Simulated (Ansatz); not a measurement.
# CH5BN2 (SMILES B1NCN1): levels of theory compared

Aim: a comparison of 6 runs (HF/3-21G, HF/def2-SVPD, BHLYP/def2-SVPD, CAM-B3LYP/def2-SVPD, SVWN5/def2-SVPD, CCSD(T)/def2-SVPD) of CH5BN2. 

Program for the calculation: Ansatz 0.2.0.

49 further runs of the same task are left out: 49 set aside as unsound or not needed. Runs told in other sessions of the task aren't counted.

## Step 1: The structure to begin with

The species is CH5BN2 (9 atoms), meant as a singlet with charge 0. As SMILES, `B1NCN1`. The C3–H7 distance was set to 1.974 Å, away from the relaxed value. At this shape a bond of the SMILES string is far longer than usual.

Bond lengths: B1–N2 1.430 Å, N2–C3 1.458 Å, B1–N4 1.430 Å, C3–N4 1.458 Å, B1–H5 1.191 Å, N2–H6 1.003 Å, C3–H8 1.097 Å, N4–H9 1.003 Å. Some angles: B1–N2–C3 88.7°, N2–B1–N4 92.5°, N2–C3–N4 90.2°, B1–N4–C3 88.7°, B1–N2–H6 135.4°, C3–N2–H6 124.3°, N2–B1–H5 133.7°, N4–B1–H5 133.8°, N2–C3–H8 114.4°, N4–C3–H8 113.7°.

## Step 2: A single-point energy at HF/3-21G (run 1)

File input.yaml:

```yaml
crystal:
  periodic: [false, false, false]
  atoms:
    - {symbol: B, position_ang: [-0.530020, 1.707544, -0.072927]}
    - {symbol: N, position_ang: [0.771980, 1.153844, -0.279627]}
    - {symbol: C, position_ang: [0.438180, 0.101344, 0.673273]}
    - {symbol: "N", position_ang: [-0.883420, 0.687544, 0.864773]}
    - {symbol: H, position_ang: [-1.101520, 2.655644, -0.513327]}
    - {symbol: H, position_ang: [1.694580, 1.525744, -0.410227]}
    - {symbol: H, position_ang: [0.420000, -1.707100, -0.117100]}
    - {symbol: H, position_ang: [1.054980, 0.099644, 1.579873]}
    - {symbol: H, position_ang: [-1.711720, 0.159344, 1.068273]}
basis:
  gaussian: {orbitals: 3-21G.json}
hamiltonian: {xc: hf}
accuracy: high
output: {orbitals: {seedname: orbitals}}
```

The basis set 3-21G is read from a file made from the Basis Set Exchange's data (not shown).

Command:

```console
$ ansatz run input.yaml --threads 1 --pin off --max-ram 3480MiB --events-out events.jsonl --progress --plain --runs-dir runs
```

Output:

```text
Warning: RAYON_NUM_THREADS=1 ignored (pool sized by the plan → 1); use --threads N
Functional definition: HF
  name "HF"
  exchange = exact_x
  correlation = 0
1196 factors; integrals over basis functions are off by at most 3.3e-9 eV
mean field evaluation 1: about -4712.9697 eV, gradient 2.9e1 eV
mean field evaluation 2: about -4712.9693 eV, gradient 2.9e1 eV
mean field evaluation 4: about -4714.9430 eV, gradient 2.8e0 eV
mean field evaluation 8: about -4714.9721 eV, gradient 9.1e-5 eV
mean field -4714.97208450 eV, -173.2720281826 hartree, gradient 2.9e-8 eV, S^2 0.000000; 0 other end points of the search recorded, 0 dependent functions left out
reference -4714.97208450 eV, -173.2720281826 hartree; 15, 15 occupied and 31, 31 virtual orbitals, 1196 factors
Total energy: -4714.97208450 eV, -173.2720281826 hartree
```

Run time: 0.89 s. Hardware: 1 thread of Arm Neoverse N1, shared host; peak memory 0.097 GiB.

## Step 3: A single-point energy at HF/def2-SVPD (run 2)

File run.yaml:

```yaml
crystal:
  periodic: [false, false, false]
  atoms:
    - {symbol: B, position_ang: [-0.530020, 1.707544, -0.072927]}
    - {symbol: "N", position_ang: [0.771980, 1.153844, -0.279627]}
    - {symbol: C, position_ang: [0.438180, 0.101344, 0.673273]}
    - {symbol: N, position_ang: [-0.883420, 0.687544, 0.864773]}
    - {symbol: H, position_ang: [-1.101520, 2.655644, -0.513327]}
    - {symbol: H, position_ang: [1.694580, 1.525744, -0.410227]}
    - {symbol: H, position_ang: [0.420000, -1.707100, -0.117100]}
    - {symbol: H, position_ang: [1.054980, 0.099644, 1.579873]}
    - {symbol: H, position_ang: [-1.711720, 0.159344, 1.068273]}
basis:
  gaussian: {orbitals: def2-SVPD}
hamiltonian: {xc: hf}
accuracy: high
output: {orbitals: {seedname: orbitals}}
```

Command:

```console
$ ansatz run run.yaml --threads 1 --pin off --max-ram 3480MiB --events-out events.jsonl --progress --plain --runs-dir runs
```

Output:

```text
Warning: RAYON_NUM_THREADS=1 ignored (pool sized by the plan → 1); use --threads N
[... 4 set-up lines as earlier in the session ...]
2539 factors; integrals over basis functions are off by at most 3.0e-9 eV
mean field evaluation 1: about -4735.3538 eV, gradient 3.4e1 eV
mean field evaluation 2: about -4735.3551 eV, gradient 3.4e1 eV
mean field evaluation 4: about -4738.2724 eV, gradient 3.5e0 eV
mean field evaluation 8: about -4738.3232 eV, gradient 5.9e-4 eV
mean field -4738.32322245 eV, -174.1301666744 hartree, gradient 1.4e-8 eV, S^2 0.000000; 0 other end points of the search recorded, 0 dependent functions left out
reference -4738.32322245 eV, -174.1301666744 hartree; 15, 15 occupied and 105, 105 virtual orbitals, 2539 factors
Total energy: -4738.32322245 eV, -174.1301666744 hartree
```

Run time: 9.6 s. Hardware: 1 thread of Arm Neoverse N1, shared host; peak memory 0.37 GiB.

Runs 3 to 5 aren't shown in full; the table further down has their settings and results.

## Step 4: A single-point energy at CCSD(T)/def2-SVPD (run 6)

File in.yaml:

```yaml
crystal:
  periodic: [false, false, false]
  atoms:
    - {symbol: B, position_ang: [-0.530020, 1.707544, -0.072927]}
    - {symbol: N, position_ang: [0.771980, 1.153844, -0.279627]}
    - {symbol: C, position_ang: [0.438180, 0.101344, 0.673273]}
    - {symbol: "N", position_ang: [-0.883420, 0.687544, 0.864773]}
    - {symbol: H, position_ang: [-1.101520, 2.655644, -0.513327]}
    - {symbol: H, position_ang: [1.694580, 1.525744, -0.410227]}
    - {symbol: H, position_ang: [0.420000, -1.707100, -0.117100]}
    - {symbol: H, position_ang: [1.054980, 0.099644, 1.579873]}
    - {symbol: H, position_ang: [-1.711720, 0.159344, 1.068273]}
basis:
  gaussian:
    orbitals: def2-SVPD
correlation:
  method: ccsd_t
  frozen_orbitals: {B: 1, C: 1, H: 0, "N": 1}
accuracy: high
scf:
  omitted_lower_state_checks: [cluster_reference, increment]
```

Command:

```console
$ ansatz run in.yaml --threads 1 --pin off --max-ram 3480MiB --events-out events.jsonl --progress --plain --runs-dir runs
```

Output:

```text
Warning: RAYON_NUM_THREADS=1 ignored (pool sized by the plan → 1); use --threads N
[... 4 set-up lines as earlier in the session ...]
these checks for a lower state are left out or cut short: cluster_reference, increment
2539 factors; integrals over basis functions are off by at most 3.0e-9 eV
mean field evaluation 1: about -4735.3538 eV, gradient 3.4e1 eV
mean field evaluation 2: about -4735.3551 eV, gradient 3.4e1 eV
mean field evaluation 4: about -4738.2724 eV, gradient 3.5e0 eV
mean field evaluation 8: about -4738.3232 eV, gradient 5.9e-4 eV
mean field -4738.32322245 eV, -174.1301666744 hartree, gradient 1.4e-8 eV, S^2 0.000000; 0 other end points of the search recorded, 0 dependent functions left out; unrestricted orbitals would lower it
4 core orbitals not correlated: weight in the atoms' cores, before any rotation towards them, 1.000 or more for the frozen orbitals, at most 0.000 for the correlated occupied ones
reference -4738.32322245 eV, -174.1301666744 hartree; 11, 11 occupied and 105, 105 virtual orbitals, 2539 factors
second order -16.14246026 eV of doubles, -0.00000000 eV of singles
cycle   1  -16.52105804 eV  change   -3.8e-1 eV  update   1.2e-1
cycle   2  -17.09285136 eV  change   -5.7e-1 eV  update   4.4e-2
cycle   3  -17.26336746 eV  change   -1.7e-1 eV  update   2.6e-2
cycle   4  -17.24486635 eV  change    1.9e-2 eV  update   8.3e-3
cycle   5  -17.24374241 eV  change    1.1e-3 eV  update   3.2e-3
cycle   6  -17.24489133 eV  change   -1.1e-3 eV  update   1.3e-3
cycle   7  -17.24391309 eV  change    9.8e-4 eV  update   3.9e-4
cycle   8  -17.24408905 eV  change   -1.8e-4 eV  update   1.7e-4
cycle   9  -17.24418978 eV  change   -1.0e-4 eV  update   5.6e-5
cycle  10  -17.24417347 eV  change    1.6e-5 eV  update   2.3e-5
cycle  11  -17.24419212 eV  change   -1.9e-5 eV  update   9.6e-6
cycle  12  -17.24419353 eV  change   -1.4e-6 eV  update   3.0e-6
cycle  13  -17.24419569 eV  change   -2.2e-6 eV  update   1.4e-6
cycle  14  -17.24419658 eV  change   -8.8e-7 eV  update   4.6e-7
cycle  15  -17.24419661 eV  change   -3.4e-8 eV  update   1.8e-7
cycle  16  -17.24419647 eV  change    1.4e-7 eV  update   7.8e-8
cycle  17  -17.24419644 eV  change    3.5e-8 eV  update   4.8e-8
cycle  18  -17.24419644 eV  change    3.9e-9 eV  update   3.5e-8
cycle  19  -17.24419704 eV  change   -6.0e-7 eV  update   2.5e-7
cycle  20  -17.24419721 eV  change   -1.7e-7 eV  update   9.5e-8
cycle  21  -17.24419735 eV  change   -1.4e-7 eV  update   4.1e-8
cycle  22  -17.24419737 eV  change   -2.6e-8 eV  update   1.7e-8
cycle  23  -17.24419737 eV  change    2.2e-9 eV  update   6.8e-9
cycle  24  -17.24419737 eV  change   -2.5e-9 eV  update   3.5e-9
cycle  25  -17.24419738 eV  change   -2.5e-9 eV  update   1.7e-9
cycle  26  -17.24419738 eV  change  -8.0e-10 eV  update  4.9e-10
perturbative correction -0.74236476 eV, -0.0272814017 hartree
Total energy: -4756.30978459 eV, -174.7911606412 hartree
Checks for a lower state left out: cluster_reference, increment
```

Wall time 1.9 min (1 thread of Arm Neoverse N1, shared host); peak memory 1.3 GiB.

## Step 5: Overview of the runs

```csv
run,level,frozen core orbitals,energy (Eh),HOMO energy (eV),LUMO energy (eV),HOMO–LUMO gap (eV),wall time
1,HF/3-21G,–,-173.272028,-9.00,2.77,11.78,0.89 s
2,HF/def2-SVPD,–,-174.130167,-9.26,1.88,11.14,9.6 s
3,BHLYP/def2-SVPD,–,-175.146447,-7.91,-0.59,7.31,19 s
4,CAM-B3LYP/def2-SVPD,–,-175.168866,-8.25,-0.53,7.72,20 s
5,SVWN5/def2-SVPD,–,-173.731806,-6.06,-2.59,3.47,11 s
6,CCSD(T)/def2-SVPD,4,-174.791161,–,–,–,1.9 min
```

## Step 6: Outcome

| quantity | value |
| --- | --- |
| run 6: total energy | -174.79116 Eh |
| run 6: correlation energy (4 core orbitals frozen) | -661.0 mEh |
| run 6: (T) correction | -27.28 mEh |
| run 6: T1 diagnostic | 0.021 |

Over runs 1, 2, 3, 4, 5 the HOMO–LUMO gap runs from 3.47 eV (SVWN5/def2-SVPD) to 11.78 eV (HF/3-21G). The two ends differ in method and basis. Totals of different functionals can't be ranked against each other. In run 6 the log says that unrestricted orbitals would lower the reference, so the values rest on an unstable closed-shell determinant (other closed-shell runs at this shape may share the fault). In all runs a closed-shell determinant meets a far-stretched bond; if it breaks into open shells, such a determinant describes it badly, and no broken-symmetry solution was shown. All runs together took 2.9 min, the longest 1.9 min.
